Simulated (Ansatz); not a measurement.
Run this with the Ansatz DFT code, driven from Python and show what comes out.

`scan_h3o3si.py`
```python
"""Potential curve of H3O3Si along one bond."""

import ansatz as az
import numpy as np

BASIS_SET = "6-31G*"
XC = "hf"


def main() -> None:
    molecule = (
        az.Crystal.molecule()
        .atom("O", [-1.3264, -1.219, 0.1532])
        .atom("Si", [-0.2657, 0.1292, 0.1754])
        .atom("O", [0.8838, -0.1491, 1.3777])
        .atom("O", [0.5843, 0.2799, -1.3542])
        .atom("H", [-0.9793, 1.3722, 0.4582])
        .atom("H", [1.3575, -0.9795, 1.1204])
        .atom("H", [-0.1929, 0.4982, -1.9763])
    )

    symbols = [site.symbol for site in molecule.cartesian_sites]
    start = np.array([site.position_ang for site in molecule.cartesian_sites])
    axis = (start[0] - start[1]) / np.linalg.norm(start[0] - start[1])
    moving = [0]
    lengths, energies = [1.46, 1.58, 1.72, 1.89, 2.14, 2.57, 3.09, 3.77], []
    for length in lengths:
        xyz = start.copy()
        xyz[moving] += (length - np.linalg.norm(start[0] - start[1])) * axis
        point = az.Crystal.molecule()
        for symbol, place in zip(symbols, xyz):
            point = point.atom(symbol, place.tolist())
        calc = (
            point.calculation()
            .basis(gaussian=BASIS_SET)
            .functional(XC)
            .spin("collinear", total=1)
        )
        rep = calc.run().report
        energies.append(rep["free_energy_ev"])
        print(f"r = {length:6.3f} A  E = {energies[-1]:.5f} eV  <S^2> = {abs(rep['mean_field']['state']['spin_squared']):.3f}")

    print("energy above the lowest point (eV):", [round(e - min(energies), 3) for e in energies])


if __name__ == "__main__":
    main()
```

```console
$ python scan_h3o3si.py
r =  1.460 A  E = -14021.17646 eV  <S^2> = 0.755
r =  1.580 A  E = -14022.05914 eV  <S^2> = 0.755
r =  1.720 A  E = -14022.19236 eV  <S^2> = 0.756
r =  1.890 A  E = -14021.71320 eV  <S^2> = 0.758
r =  2.140 A  E = -14020.56167 eV  <S^2> = 0.792
r =  2.570 A  E = -14019.25730 eV  <S^2> = 1.425
r =  3.090 A  E = -14018.95560 eV  <S^2> = 1.689
r =  3.770 A  E = -14018.89047 eV  <S^2> = 1.751
energy above the lowest point (eV): [1.016, 0.133, 0.0, 0.479, 1.631, 2.935, 3.237, 3.302]
```

Reading the output:
- Total energies depend on the basis set; only differences at equal settings carry meaning.
- The rest of the molecule is held rigid at a force-field or estimated start geometry, and the basis set is modest; single-reference methods fail as a bond breaks.
- The species is open-shell (spin multiplicity 2).
- The expectation value of S² is noticeably off S(S+1) in at least one run, so that state is spin-contaminated.
- Hartree-Fock leaves correlation out, so bond, atomisation and ionisation energies come out well too low.
- Timing: 40 s on 1 thread of Intel(R) Xeon(R) Platinum 8375C CPU @ 2.90GHz (Ice Lake), with other jobs on the host, peak memory 0.23 GiB.
